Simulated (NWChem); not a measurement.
# MoNH2S2F (SMILES [NH2][Mo]([F])(=[S])=[S]) at 4 levels

We compute a comparison of 4 runs (HF/STO-3G, HF/3-21G, B3LYP/def2-SVP, CCSD(T)/3-21G) of MoNH2S2F. 

Program for the calculation: NWChem 7.3.0.

### Step 1. The structure to begin with

MoNH2S2F has 7 atoms, charge 0, and is taken as a singlet. As SMILES, `[NH2][Mo]([F])(=[S])=[S]`. The shape is that of a PBE0-D4/def2-TZVP optimisation. This is one conformer, not always the lowest.

Bond lengths: N1–Mo2 1.898 Å, Mo2–F3 1.846 Å, Mo2–S4 2.096 Å, Mo2–S5 2.096 Å, N1–H6 1.010 Å, N1–H7 1.010 Å. Angles: N1–Mo2–F3 110.4°, N1–Mo2–S4 107.5°, N1–Mo2–S5 107.5°, F3–Mo2–S4 110.4°, F3–Mo2–S5 110.4°, S4–Mo2–S5 110.5°, Mo2–N1–H6 123.4°, Mo2–N1–H7 123.4°, H6–N1–H7 112.2°.

### Step 2. Energy and gradient at HF/STO-3G (run 1)

Input file run.py:

```python
from ase import Atoms
from ase.calculators.nwchem import NWChem

system = Atoms(['N', 'Mo', 'F', 'S', 'S', 'H', 'H'], positions=[
    [-0.649500, 0.875200, 0.467300],
    [0.423000, -0.550300, -0.181500],
    [1.261600, -1.414200, 1.217400],
    [-0.839000, -1.874600, -1.205500],
    [1.842200, 0.271200, -1.487600],
    [-1.640700, 0.790400, 0.640800],
    [-0.336100, 1.834400, 0.503500],
])

calc = NWChem(
    label='input',
    theory='scf',
    memory='2200 mb',
    basis='STO-3G',
    basispar='spherical bse',
    scf={'nopen': '0', 'rhf': None, 'thresh': '1e-08', 'maxiter': '80'},
)
system.calc = calc

forces = system.get_forces()
print(f"energy = {system.get_potential_energy():.6f} eV")
print("forces (eV/A):")
for s, f in zip(system.symbols, forces):
    print(f"{s:2s} {f[0]:10.5f} {f[1]:10.5f} {f[2]:10.5f}")
print("dipole (e A):", system.get_dipole_moment().round(4))
```

The run is started by

```sh
export ASE_NWCHEM_COMMAND="nwchem PREFIX.nwi > PREFIX.nwo"
python run.py
```

Output:

```text
energy = -132665.854852 eV
forces (eV/A):
N     1.59912   -2.07200   -0.50430
Mo    1.00823   -1.45427   -1.47592
F    -1.73236    1.78707   -2.87053
S     2.46512    2.38439    2.04058
S    -2.57033   -1.64581    2.56997
H    -0.66365    0.27531    0.14928
H    -0.10608    0.72531    0.09097
dipole (e A): [-0.241   0.3321  0.2356]
```

The calculator wrote input.nwi:

```
title "input"

permanent_dir input

scratch_dir input

start input

geometry units angstrom nocenter noautosym noautoz
  N  -6.4949999999999997e-01 8.7519999999999998e-01 4.6729999999999999e-01
  Mo 4.2299999999999999e-01 -5.5030000000000001e-01 -1.8149999999999999e-01
  F  1.2616000000000001e+00 -1.4141999999999999e+00 1.2174000000000000e+00
  S  -8.3899999999999997e-01 -1.8746000000000000e+00 -1.2055000000000000e+00
  S  1.8422000000000001e+00 2.7120000000000000e-01 -1.4876000000000000e+00
  H  -1.6407000000000000e+00 7.9039999999999999e-01 6.4080000000000004e-01
  H  -3.3610000000000001e-01 1.8344000000000000e+00 5.0349999999999995e-01
end

memory 2200 mb

basis spherical bse noprint
   * library STO-3G
end

scf
  nopen 0
  rhf
  thresh 1e-08
  maxiter 80
end

task scf gradient
```

input.nwo:

```text
Northwest Computational Chemistry Package (NWChem) 7.3.0
             --------------------------------------------------------

           Job information
           ---------------

    nwchem branch   = 7.3.0
    use scalapack   = T
    input           = input.nwi
    prefix          = input.
    data base       = input/input.db
    status          = startup
    nproc           =        1

           Memory information
           ------------------

[... 5 lines left out ...]
    hardfail = no
[... 139 lines left out ...]
         Quadratically convergent ROHF
[... 16 lines left out ...]
       Final RHF  results
[... 4 lines left out ...]
      Two-electron energy =   2574.744919690036
[... 65 lines left out ...]
                       ROHF Final Molecular Orbital Analysis
[... 258 lines left out ...]
                 ----------------------------------------
                 |  Time  |  1-e(secs)   |  2-e(secs)   |
                 ----------------------------------------
                 |  CPU   |       0.00   |       2.99   |
                 ----------------------------------------
                 |  WALL  |       0.00   |       2.99   |
                 ----------------------------------------

 Task  times  cpu:       16.2s     wall:       16.2s
 Total times  cpu:       16.2s     wall:       16.2s
```

It took 17 s on 1 thread of Intel Xeon 6975P-C (Granite Rapids), shared host; peak memory 0.097 GiB.

### Step 3. Energy and gradient at HF/3-21G (run 2)

Input file fh2mons2.xyz:

```xyz
7
FH2MoNS2 gradient
N     -0.649500     0.875200     0.467300
Mo     0.423000    -0.550300    -0.181500
F      1.261600    -1.414200     1.217400
S     -0.839000    -1.874600    -1.205500
S      1.842200     0.271200    -1.487600
H     -1.640700     0.790400     0.640800
H     -0.336100     1.834400     0.503500
```

Input file fh2mons2.nw:

```
start fh2mons2
title "FH2MoNS2 gradient"
memory stack 880 mb heap 220 mb global 1100 mb

geometry units angstroms noautosym nocenter noautoz
  load format xyz fh2mons2.xyz
end

basis spherical bse
  * library 3-21G
end

scf
  thresh 1e-08
  maxiter 80
end

task scf gradient
```

The run is started by

```sh
nwchem fh2mons2.nw > fh2mons2.out
```

Output:

```text
[...]
  functions       =    84
[...]
  wavefunction    = RHF
[...]
         Total SCF energy =  -4901.937795044427
      One-electron energy =  -8164.865631085491
      Two-electron energy =   2562.820469856432
 Nuclear repulsion energy =    700.107366184632
        Time for solution =     19.2s
[...]
                         RHF ENERGY GRADIENTS
    atom               coordinates                        gradient
                 x          y          z           x          y          z
   1 N      -1.227377   1.653888   0.883069    0.000831  -0.000744   0.001410
   2 Mo      0.799354  -1.039916  -0.342985    0.004953  -0.008942  -0.021033
   3 F       2.384078  -2.672450   2.300552    0.000621  -0.001018  -0.001848
   4 S      -1.585480  -3.542480  -2.278065    0.013617   0.014485   0.009823
   5 S       3.481253   0.512494  -2.811156   -0.015669  -0.008948   0.012913
   6 H      -3.100473   1.493639   1.210936   -0.003391   0.001639  -0.000502
   7 H      -0.635137   3.466513   0.951477   -0.000961   0.003528  -0.000763
[...]
```

It took 24 s on 1 thread of Intel Xeon 6975P-C (Granite Rapids), shared host; peak memory 0.096 GiB.

Run 3 isn't shown in full; the table further down has it.

### Step 4. The energy at CCSD(T)/3-21G (run 4)

Input file nw.xyz:

```xyz
7
FH2MoNS2
N     -0.649500     0.875200     0.467300
Mo     0.423000    -0.550300    -0.181500
F      1.261600    -1.414200     1.217400
S     -0.839000    -1.874600    -1.205500
S      1.842200     0.271200    -1.487600
H     -1.640700     0.790400     0.640800
H     -0.336100     1.834400     0.503500
```

Input file nw.nw:

```
start nw
title "FH2MoNS2"
memory total 2200 mb
charge 0

geometry units angstroms noautosym nocenter noautoz
load nw.xyz
end

basis spherical bse
N library 3-21G
Mo library 3-21G
F library 3-21G
S library 3-21G
H library 3-21G
end

scf
thresh 1e-08
maxiter 80
print medium
end

ccsd
freeze core 26
maxiter 60
end

task ccsd(t) energy
```

The run is started by

```sh
nwchem nw.nw > nw.out
```

Output:

```text
[...]
  functions       =    84
[...]
  wavefunction    = RHF
[...]
         Total SCF energy =  -4901.937795044427
      One-electron energy =  -8164.865631085491
      Two-electron energy =   2562.820469856432
 Nuclear repulsion energy =    700.107366184632
        Time for solution =     17.9s
[...]
 Total MP2 energy:          -4902.661844311266577
[...]
             energy      energy      error      ampl     ampl      Block
                                                time     time      time
[...]
 Total CCSD energy:          -4902.587043902088226
[...]
 Total CCSD+T(CCSD) energy:          -4902.646638024062668
[...]
 Total CCSD(T) energy:               -4902.635616788546940
[...]
```

Wall time 2.5 min (1 thread of Intel Xeon 6975P-C (Granite Rapids), shared host); peak memory 0.26 GiB.

### Step 5. Overview of the runs

```tsv
run	level	iteration cap	module	energy (Eh)	dipole moment (D)	HOMO energy (eV)	LUMO energy (eV)	wall time
1	HF/STO-3G	80	scf	-4875.380281	2.27	-6.04	4.22	17 s
2	HF/3-21G	80	scf	-4901.937795	4.14	-10.12	-1.21	24 s
3	B3LYP/def2-SVP (core potential)	100	dft	-1020.230522	3.56	-7.11	-3.29	65 s
4	CCSD(T)/3-21G	80	ccsd(t)	-4902.635617	–	-10.12	-1.21	2.5 min
```

### Step 6. Results

| quantity | value |
| --- | --- |
| run 4: total energy | -4902.63562 Eh |
| run 4: HOMO energy (Hartree–Fock orbitals) | -10.12 eV |
| run 4: LUMO energy (Hartree–Fock orbitals) | -1.21 eV |
| run 4: HOMO–LUMO gap (Hartree–Fock orbitals) | 8.91 eV |
| run 4: correlation energy (26 core orbitals frozen) | -697.8 mEh |
| run 4: (T) correction | -48.57 mEh |

In words: Over runs 1, 2, 3 the dipole moment (its size) runs from 2.27 D (HF/STO-3G) to 4.14 D (HF/3-21G). Over runs 1, 2, 3 the HOMO–LUMO gap runs from 3.82 eV (B3LYP/def2-SVP) to 10.26 eV (HF/STO-3G). The two ends differ in method and basis and core potential. Some runs of one species differ in core potentials or relativity; totals across that change don't compare. In run 1 the basis is minimal, so the values are rough. In runs 1, 2, 4 relativity is left out where basis or elements ask for it. All runs together took 4.2 min, the longest 2.5 min.
